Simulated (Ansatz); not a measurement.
# FGaH₄O₂Si: one species, many methods

Aim: compute FGaH₄O₂Si with functionals from several rungs and with coupled cluster. The yardstick is the atomisation energy at the CCSD(T) limit.

Program: Ansatz 0.2.0, Gaussian basis. Level of theory: functionals in def2-TZVPP, the program's frozen cores in correlated methods. These are calculated values, not measurements.

The runs, in order: LDA (SPW92), PBE-D4, revPBE-D4, BLYP-D4, r2SCAN-D4, B97M-V, PBE0-D4, B3LYP-D4, r2SCANh-D4, r2SCAN0-D4, HSE06-D4, BHLYP-D4, CAM-B3LYP-D4, LC-ωPBE, ωB97X-V, ωB97M-V, B2PLYP, PBE-QIDH; CCSD(T)/def2-SVP; CCSD(T)/def2-TZVPP; MP2/def2-QZVPP; extrapolation to the limit; RPA on PBE.

## 1. Structure used throughout

The geometry comes from an earlier relaxation with PBE0-D4 in a triple-zeta def2 set; it is a stationary point, not always the lowest conformer.

SMILES `[OH][Ga]([F])[O][SiH3]`, 9 atoms, charge 0, spin multiplicity 1.

Atoms are counted from 1 here; the program's logs count them from 0.

Bond lengths: O1–Ga2 1.760 Å, O1–H6 0.961 Å, Ga2–F3 1.748 Å, Ga2–O4 1.750 Å, O4–Si5 1.640 Å, Si5–H7 1.487 Å, Si5–H8 1.484 Å, Si5–H9 1.487 Å. Angles: Ga2–O1–H6 112.7°, O1–Ga2–F3 119.5°, O1–Ga2–O4 121.7°, F3–Ga2–O4 118.8°, Ga2–O4–Si5 138.3°, O4–Si5–H7 110.8°, O4–Si5–H8 107.8°, O4–Si5–H9 110.7°, H7–Si5–H8 109.4°, H7–Si5–H9 108.7°, H8–Si5–H9 109.4°.

## 2. LDA

This LDA is Slater exchange with PW92 correlation.

in.yaml

```yaml
crystal:
  periodic: [false, false, false]
  atoms:
    - {symbol: O, position_ang: [-2.341531, 1.494996, 0.865505]}
    - {symbol: Ga, position_ang: [-0.692072, 1.008883, 0.490694]}
    - {symbol: F, position_ang: [0.625127, 2.110476, 0.816806]}
    - {symbol: O, position_ang: [-0.330131, -0.555900, -0.203785]}
    - {symbol: Si, position_ang: [0.985467, -1.406460, -0.688801]}
    - {symbol: H, position_ang: [-2.391487, 2.377690, 1.241328]}
    - {symbol: H, position_ang: [1.721072, -0.677734, -1.756470]}
    - {symbol: H, position_ang: [0.513484, -2.710035, -1.217402]}
    - {symbol: H, position_ang: [1.910091, -1.641927, 0.452135]}
basis:
  gaussian: {orbitals: def2-TZVPP}
hamiltonian: {xc: lda}
output: {orbitals: {seedname: orbitals}}
```

The run is started by

```sh
$ ansatz run in.yaml --threads 4 --pin off --events-out ev --progress --plain --max-ram 10444MiB
```

The runs that follow: PBE-D4 (GGA); revPBE-D4 (GGA); BLYP-D4 (GGA); r2SCAN-D4 (meta-GGA); B97M-V (meta-GGA); PBE0-D4 (hybrid); B3LYP-D4 (hybrid); r2SCANh-D4 (hybrid); r2SCAN0-D4 (hybrid); HSE06-D4 (hybrid); BHLYP-D4 (hybrid); CAM-B3LYP-D4 (range-separated); LC-ωPBE (range-separated); ωB97X-V (range-separated); ωB97M-V (range-separated); B2PLYP (double hybrid); PBE-QIDH (double hybrid); CCSD(T) in def2-SVP; CCSD(T) in def2-TZVPP; MP2 in def2-QZVPP; RPA on PBE orbitals.

Q: Predict the results of all the runs planned. Wanted: atomisation energy, CCSD(T)/CBS; farthest beyond LDA; mean size of error, GGA; mean size of error, meta-GGA; mean size of error, hybrid; mean size of error, range-separated; mean size of error, double hybrid; gap, smallest and largest; T1 diagnostic.

As calculated:

```
                               quantity                                      value
        atomisation energy, CCSD(T)/CBS                                  32.540 eV
    functionals within 0.325 eV (1.0 %)   PBE-D4, r2SCAN-D4, CAM-B3LYP-D4, ωB97X-V
                    farthest beyond LDA                       BHLYP-D4 (-1.737 eV)
                mean size of error, GGA                                   0.682 eV
           mean size of error, meta-GGA                                   0.324 eV
             mean size of error, hybrid                                   1.001 eV
    mean size of error, range-separated                                   0.305 eV
      mean size of error, double hybrid                                   0.676 eV
              gap, smallest and largest  4.80 eV (LDA (SPW92)), 12.55 eV (LC-ωPBE)
                          T1 diagnostic                                     0.0140
triples share of the correlation energy                                      3.4 %
```

The LDA atomisation energy is off by 4.336 eV (13 %): it overbinds. PBE-D4 misses by -0.236 eV. Double hybrids carry the basis error of their MP2 part in triple zeta, and no dispersion term here, so their miss is partly the set-up's. The rungs range-separated, meta-GGA miss on average by less than the doubt on the reference (0.325 eV), so they tie. The reference freezes the cores and leaves out relativity and excitations past (T), and its outer-core shells are covered unevenly, so misses under about 0.325 eV can't be ranked. Hartree-Fock recovers 70 % of the binding; the rest is correlation. CCSD(T) in def2-SVP is off by -2.456 eV, which most functionals beat. The gap grows from 4.8 to 12.6 eV across the functionals, mostly with the share of exact exchange. Correlated methods include outer-core shells of Ga, which these sets cover unevenly.
